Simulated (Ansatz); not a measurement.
# CoO (Fm-3m) in Ansatz: reference runs

Aim: a first look at CoO with PBE, on the cell as given and on a disturbed one.

Everything below comes from runs of Ansatz 0.2.0. Logs are shortened: lines on timing, memory, paths and dates and some standing lists are left out, and cuts for length are marked.

### 1 Starting point

It takes space group Fm-3m (No. 225, cubic). Conventional cell: a = 4.263 Å, b = 4.263 Å, c = 4.263 Å, α = 90.00°, β = 90.00°, γ = 90.00°. Co (site symmetry m-3m) is surrounded by 6 O at 2.13 Å. O (site symmetry m-3m) is surrounded by 6 Co at 2.13 Å.

### 2 Single point, PBE, collinear spin, ferromagnetic start

Input file input.yaml:

```yaml
crystal:
  lattice:
    - [0.0, 2.13150166, 2.13150166]
    - [2.13150166, 0.0, 2.13150166]
    - [2.13150166, 2.13150166, 0.0]
  atoms:
    - { symbol: Co, position: [0.0, 0.0, 0.0], spin: 2.0 }
    - { symbol: O, position: [0.5, 0.5, 0.5] }
hamiltonian:
  xc: pbe
  pseudopotentials: { kind: paw }
magnetization:
  spin_polarized: true
kpoints:
  mp_grid: { grid: [11, 11, 11] }
scf:
  occupations: { method: fermi_dirac, width: 0.05 }
output:
  forces: true
  stress: true
  eigenvalues: true
```

Potentials or basis: Ansatz PAW.

Started as:

```bash
$ ansatz run input.yaml --threads 2 --pin off --max-ram 5632MiB --backend cpu --events-out ev --progress --plain --runs-dir out
```

The program printed:

```text
Warning: RAYON_NUM_THREADS=2 ignored (pool sized by the plan → 2); use --threads N
Engine: ansatz 0.2.0, x86_64-unknown-linux-gnu
Pseudopotentials: kind: paw
Pseudopotential: Co, paw, valence charge 17, recommended cutoff 420 eV (normal), Co.paw.azcp
Pseudopotential: O, paw, valence charge 6, recommended cutoff 420 eV (normal), O.paw.azcp
Functional definition: PBE
  parameter kappa = 0.804
  parameter beta = 0.06672455060314922
  exchange = pbe_x(kappa = kappa, mu = beta*pi^2/3)
  correlation = pbe_c(beta = beta)
Crystal: 2 atoms, lattice volume = 19.368 Å³
Basis set: ecut = 420 eV, 339 PW (Γ), exchange–correlation on 48×48×48 points (8 copies of the dense FFT grid, shifted against one another)
Bands: 17, of which v1, the nominal top of the filled ones, is band 12 counted from 1 (11 counted from 0)
Symmetry: 48 space group operations
Space group: Fm-3m (ITA 225), of the structure as read, at distance tolerance 2.7e-5 Å
Magnetic group: BNS 225.116 (UNI 1618), of the structure as read, at distance tolerance 2.7e-5 Å
k-points: 56 of 1331
Non-local potential: Co, projectors of the file, l = 0: 3, l = 1: 2, l = 2: 3, l = 3: 1
Non-local potential: O, projectors of the file, l = 0: 2, l = 1: 2, l = 2: 1
PAW form: soft (Blöchl's): semilocal exchange-correlation on the pseudo side does not see the compensation charge
PAW one-centre angular grid: Co, 590 points (default); XC on 64 Gauss nodes
PAW one-centre angular grid: O, 110 points (default); XC on 64 Gauss nodes
Initial density: superposition of atomic densities (chi_scale 0.1, normalization cell, long waves kept (reshape's long-wave potential 0.00 eV rms))
Starting moments: Σ|m| = 2 μB on 1 of 2 sites
Initial wavefunctions: pseudopotential atomic-orbital guess
Functional: x = pbe(κ = 0.804, μ = 0.2195149727645171), c = pbe(β = 0.06672455060314922)
SCF iter   1: F=—  HF=-5691.167682 eV  |F-HF|=—  |Δ(HF+E_count)|=         —  Δρ=1.15e-1 (↑1.15e-1 ↓1.01e-1)  dr2=6.24e0  dr2_m=1.42e-1  M=2.095 μB ∫|m|=2.095 μB  β_m=0.30  ethr=3.10e-3  ⟨swp⟩=5.7  Hψ=8303  notcnv=0
Mixer restart at iter 1: flushing history
preconditioner: auto → none  [metal: Δε(μ)=0.007 eV  Ē_g=13.044 eV  σ=0.050 eV  W_gap=0.03  n_scr=8 (ndim 8)  ℏωp=32.7 eV  f_vac=0.000  D(μ)=5.16/eV (n_scr^D=112)  sad-step TF]
SCF iter   2: F=—  HF=-5691.864478 eV  |F-HF|=—  |Δ(HF+E_count)|=   6.97e-1  Δρ=9.10e-2 (↑9.10e-2 ↓6.85e-2)  dr2=5.25e-1  dr2_m=9.80e-1  M=2.700 μB ∫|m|=2.701 μB  β_m=0.37  ethr=3.10e-3  ⟨swp⟩=3.0  Hψ=4815  notcnv=0  defer=26
SCF iter   3: F=—  HF=-5692.146631 eV  |F-HF|=—  |Δ(HF+E_count)|=   2.82e-1  Δρ=8.96e-2 (↑6.45e-2 ↓8.96e-2)  dr2=1.82e-1  dr2_m=9.75e-1  M=2.974 μB ∫|m|=2.977 μB  β_m=0.30  ethr=2.28e-3  ⟨swp⟩=2.1  Hψ=3333  notcnv=0  defer=31
SCF iter   4: F=—  HF=-5691.866887 eV  |F-HF|=—  |Δ(HF+E_count)|=         —  Δρ=3.21e-2 (↑3.21e-2 ↓3.15e-2)  dr2=2.07e-1  dr2_m=1.16e-1  M=2.756 μB ∫|m|=2.761 μB  β_m=0.69  ethr=7.90e-4  ⟨swp⟩=2.1  Hψ=3778  notcnv=0  defer=37
Mixer restart at iter 4: flushing history
SCF iter   5: F=—  HF=-5692.075823 eV  |F-HF|=—  |Δ(HF+E_count)|=   2.09e-1  Δρ=5.41e-2 (↑2.66e-2 ↓5.41e-2)  dr2=4.76e-1  dr2_m=1.62e-1  M=2.981 μB ∫|m|=2.992 μB  β_m=0.62  ethr=7.90e-4  ⟨swp⟩=3.1  Hψ=4132  notcnv=0  defer=37
SCF iter   6: F=—  HF=-5692.093144 eV  |F-HF|=—  |Δ(HF+E_count)|=   1.73e-2  Δρ=1.87e-2 (↑1.87e-2 ↓8.63e-3)  dr2=5.04e-2  dr2_m=1.82e-2  M=2.861 μB ∫|m|=2.870 μB  β_m=0.65  ethr=7.90e-4  ⟨swp⟩=3.6  Hψ=4563  notcnv=0  defer=43
SCF iter   7: F=—  HF=-5692.126480 eV  |F-HF|=—  |Δ(HF+E_count)|=   3.33e-2  Δρ=1.09e-2 (↑5.58e-3 ↓1.09e-2)  dr2=2.41e-2  dr2_m=1.70e-3  M=2.921 μB ∫|m|=2.935 μB  β_m=0.53  ethr=2.19e-4  ⟨swp⟩=2.3  Hψ=4632  notcnv=0  defer=45
SCF iter   8: F=—  HF=-5692.115711 eV  |F-HF|=—  |Δ(HF+E_count)|=   1.08e-2  Δρ=2.64e-3 (↑7.81e-4 ↓2.64e-3)  dr2=1.08e-3  dr2_m=2.15e-4  M=2.926 μB ∫|m|=2.941 μB  β_m=0.73  ethr=1.05e-4  ⟨swp⟩=2.4  Hψ=3332  notcnv=0  defer=45
SCF iter   9: F=—  HF=-5692.115623 eV  |F-HF|=—  |Δ(HF+E_count)|=   8.82e-5  Δρ=3.33e-4 (↑2.56e-4 ↓3.33e-4)  dr2=1.01e-5  dr2_m=1.10e-5  M=2.928 μB ∫|m|=2.943 μB  β_m=0.86  ethr=4.71e-6  ⟨swp⟩=2.2  Hψ=2938  notcnv=0  defer=45
SCF iter  10: F=—  HF=-5692.115658 eV  |F-HF|=—  |Δ(HF+E_count)|=   3.45e-5  Δρ=1.12e-4 (↑1.12e-4 ↓9.64e-5)  dr2=2.61e-6  dr2_m=1.34e-6  M=2.929 μB ∫|m|=2.944 μB  β_m=0.89  ethr=4.40e-8  ⟨swp⟩=1.9  Hψ=2659  notcnv=0  defer=45
SCF iter  11: F=—  HF=-5692.115660 eV  |F-HF|=—  |Δ(HF+E_count)|=   2.23e-6  Δρ=1.36e-5 (↑5.06e-6 ↓1.36e-5)  dr2=1.23e-8  dr2_m=1.21e-8  M=2.929 μB ∫|m|=2.944 μB  β_m=0.95  ethr=1.14e-8  ⟨swp⟩=2.0  Hψ=2684  notcnv=0  defer=45
SCF iter  12: F=-5692.115660 eV  HF=-5692.115660 eV  |F-HF|=1.99e-10  |Δ(HF+E_count)|=   5.51e-9  Δρ=3.04e-6 (↑2.14e-6 ↓3.04e-6)  dr2=3.82e-10  dr2_m=1.15e-9  M=2.929 μB ∫|m|=2.944 μB  ethr=5.34e-11  ⟨swp⟩=2.8  Hψ=6418  notcnv=0
SCF 1 converged in 12 iterations: F = -5692.115660 eV  dr2 = 3.82e-10
SCF converged after 12 iterations
Magnetization: 2.9291 μB (12.9646 up, 10.0354 down)
Absolute magnetization: 2.9444 μB (∫|ρ↑−ρ↓|, with the PAW one-centre terms)
Spin contamination: 0.0079 ħ² per cell (⟨S²⟩ above its minimum at these occupations)
Per-site moments (μB) at R_I (Å): [(2.49331767027553, 0.87924443475), (0.31942234941426173, 0.87924443475)]
Free energy (F): -5692.115660 eV
Harris-Foulkes:  -5692.115660 eV  (|F-HF|=1.99e-10)
Internal energy: -5692.081840 eV  (E = F + TS)
E sigma→0 (E₀):  -5692.098750 eV
Entropy (-TS):   -0.033820 eV (-16.910 meV/atom)
Fermi energy:    13.848269 eV
--- Per-component energies (eV) ---
  E_band       = -306.196803
  E_kinetic    = 617.350563
  E_local      = -3437.013223  (includes V_loc(G=0)·N_el)
  E_nonlocal   = 514.214353
  E_hartree    = 1410.929079
  E_xc         = -228.578965
  E_vxc        = -293.751247  (∫ρ·V_xc dr)
  E_paw        = -1676.923346  (= ΣΔE_a)
  E_vpaw       = -528.857006  (= ΣTr[D̂ρ^β])
  E_aug_tail   = 0.002514  (compensation charges beyond the density's cutoff)
  E_ewald      = -2892.062814
  E_smearing   = -0.033820  (= −TS)
  E_closure    = -0.000000  (closes the sum)
  Σ components = -5692.115660   (vs F -5692.115660, Δ=0.00e0)
--- Forces (eV/Å), atoms counted from 1 ---
  atom   1  Co    -0.00000000     0.00000000    -0.00000000
  atom   2  O      0.00000000    -0.00000000     0.00000000
  max |Σ_I F_I| component: 6.77e-30 eV/Å
--- Stress (GPa, compression-positive) ---
       -1.850267      -0.000000      -0.000000
       -0.000000      -1.850267       0.000000
        0.000000      -0.000000      -1.850267
  P = ⅓ Tr σ = -1.8503 GPa (-18.503 kbar)
--- Band table (eV; the first three rows and the last of 112) ---
  k-point 0 ↑: bands = ["-83.0360", "-46.2999", "-46.2999", "-46.2999", "-6.3893", "10.5600", "10.5600", "10.6823", "10.6823", "10.6823", "10.7583", "10.7583", "10.7583", "14.7398", "30.5642", "31.8334", "31.8334"]
  k-point 1 ↑: bands = ["-83.0358", "-46.3029", "-46.3003", "-46.3003", "-6.3038", "9.8007", "9.8007", "9.8111", "10.7903", "10.7903", "11.0936", "11.4968", "11.4968", "15.3238", "28.9289", "31.5185", "31.5185"]
  k-point 2 ↑: bands = ["-83.0351", "-46.3108", "-46.3014", "-46.3014", "-6.0654", "8.5421", "9.0666", "9.0666", "10.9419", "10.9419", "11.3043", "12.3211", "12.3211", "16.5234", "26.7439", "30.3900", "30.3900"]
  k-point 55 ↓: bands = ["-79.9665", "-43.3303", "-43.3283", "-43.3166", "-4.4652", "8.0946", "8.1546", "8.9732", "13.3323", "13.5852", "13.9895", "14.8113", "15.5301", "22.7346", "24.0883", "24.1927", "27.4199"]
```

Run time: 3.7 s. Hardware: 2 threads of AMD EPYC 7R43 (Zen 3), shared host; peak memory 0.35 GiB.

Results:

```yaml
Free_energy: -5692.1157 eV
Pressure: -1.9 GPa
Band_gap_on_the_k_mesh: none (metal or under the smearing width)
Net_moment: 2.93 μB per cell
Absolute_moment: 2.94 μB per cell
Site_moments: Co +2.49; O +0.32 μB
```

Levels at points of the mesh, in eV from the Fermi level:
Spin up:
| k point | band 11 | band 12 | band 13 | band 14 | band 15 | band 16 |
| --- | --- | --- | --- | --- | --- | --- |
| (0.00, 0.00, 0.00) | -3.09 | -3.09 | -3.09 | 0.89 | 16.72 | 17.99 |
Spin down:
```csv
k point,band 8,band 9,band 10,band 11,band 12,band 13
"(0.00, 0.00, 0.00)",-2.61,-1.10,-1.10,-1.10,0.09,0.09
```

Caveat: the pressure holds a Pulay correction of +0.7 GPa for the finite cutoff; a cell with one magnetic atom can't hold antiferromagnetic order, which such compounds often take; semilocal functionals often make such compounds metallic where correlation or magnetic order opens a gap, which also shifts bond lengths. With open d or f shells a metallic result of PBE can be an artefact of self-interaction; +U or a hybrid may open a gap.

### 3 Single point, PBE, collinear spin, ferromagnetic start (atoms moved at random, drawn with an rms of 0.05 Å)

Changes to input.yaml since step 2:

```diff
@@ -6,4 +6,4 @@
   atoms:
-    - { symbol: Co, position: [0.0, 0.0, 0.0], spin: 2.0 }
-    - { symbol: O, position: [0.5, 0.5, 0.5] }
+    - { symbol: Co, position: [-0.007395, 0.008297, 0.015069], spin: 2.0 }
+    - { symbol: O, position: [0.497125, 0.517157, 0.495314] }
 hamiltonian:
```

Potentials or basis: Ansatz PAW.

Started as:

```bash
$ ansatz run input.yaml --threads 2 --pin off --max-ram 5632MiB --backend cpu --events-out ev --progress --plain --runs-dir out
```

The program printed:

```text
Warning: RAYON_NUM_THREADS=2 ignored (pool sized by the plan → 2); use --threads N
[... 9 set-up lines as earlier in the session ...]
Crystal: 2 atoms, lattice volume = 19.368 Å³
Basis set: ecut = 420 eV, 339 PW (Γ), exchange–correlation on 48×48×48 points (8 copies of the dense FFT grid, shifted against one another)
Bands: 17, of which v1, the nominal top of the filled ones, is band 12 counted from 1 (11 counted from 0)
[... 45 lines left out ...]
  E_nonlocal   = 514.204518
  E_hartree    = 1411.307359
  E_xc         = -228.591004
  E_vxc        = -293.767781  (∫ρ·V_xc dr)
  E_paw        = -1676.923660  (= ΣΔE_a)
  E_vpaw       = -528.859648  (= ΣTr[D̂ρ^β])
  E_aug_tail   = 0.002516  (compensation charges beyond the density's cutoff)
  E_ewald      = -2891.680883
  E_smearing   = -0.033705  (= −TS)
  E_closure    = 0.000000  (closes the sum)
  Σ components = -5692.114348   (vs F -5692.114348, Δ=0.00e0)
--- Forces (eV/Å), atoms counted from 1 ---
  atom   1  Co    -0.02477827    -0.03610763     0.03110660
  atom   2  O      0.02481593     0.03616210    -0.03115358
  max |Σ_I F_I| component: 5.45e-5 eV/Å
--- Stress (GPa, compression-positive) ---
       -1.736406      -0.074420       0.065231
       -0.074417      -1.586283       0.091088
        0.065231       0.091091      -1.657206
  P = ⅓ Tr σ = -1.6600 GPa (-16.600 kbar)
--- Band table (eV; the first three rows and the last of 1332) ---
  k-point 0 ↑: bands = ["-83.0358", "-46.3024", "-46.2990", "-46.2979", "-6.3931", "10.3648", "10.3925", "10.4857", "10.6952", "10.7318", "10.9079", "10.9145", "10.9532", "14.7362", "30.5464", "31.8233", "31.8276"]
  k-point 1 ↑: bands = ["-83.0356", "-46.3054", "-46.2994", "-46.2983", "-6.3077", "9.7477", "9.7664", "9.7952", "10.7892", "10.7932", "11.1229", "11.5322", "11.5356", "15.3216", "28.9155", "31.5130", "31.5174"]
  k-point 2 ↑: bands = ["-83.0349", "-46.3133", "-46.3005", "-46.2994", "-6.0697", "8.5281", "9.0487", "9.0520", "10.9430", "10.9449", "11.3109", "12.3377", "12.3403", "16.5224", "26.7329", "30.3884", "30.3914"]
  k-point 665 ↓: bands = ["-79.9662", "-43.3414", "-43.3084", "-43.3065", "-4.6005", "6.3648", "9.0894", "9.2198", "13.6840", "13.7201", "13.9921", "16.1875", "16.4878", "19.7048", "23.7775", "26.9908", "27.9395"]
```

It took 45 s on 2 threads of AMD EPYC 7R43 (Zen 3), shared host; peak memory 0.77 GiB.

Results:

```
Free energy            : -5692.1143 eV
Pressure               : -1.7 GPa
Largest force          : 0.054 eV/Å
Band gap on the k mesh : none (metal or under the smearing width)
Net moment             : 2.93 μB per cell
Absolute moment        : 2.95 μB per cell
Site moments           : Co +2.48; O +0.32 μB
```

Forces on the atoms (eV/Å):
```
Co  -0.025 -0.036  0.031
O    0.025  0.036 -0.031
```

Caveat: the pressure holds a Pulay correction of +0.7 GPa for the finite cutoff; a cell with one magnetic atom can't hold antiferromagnetic order, which such compounds often take; semilocal functionals often make such compounds metallic where correlation or magnetic order opens a gap, which also shifts bond lengths.
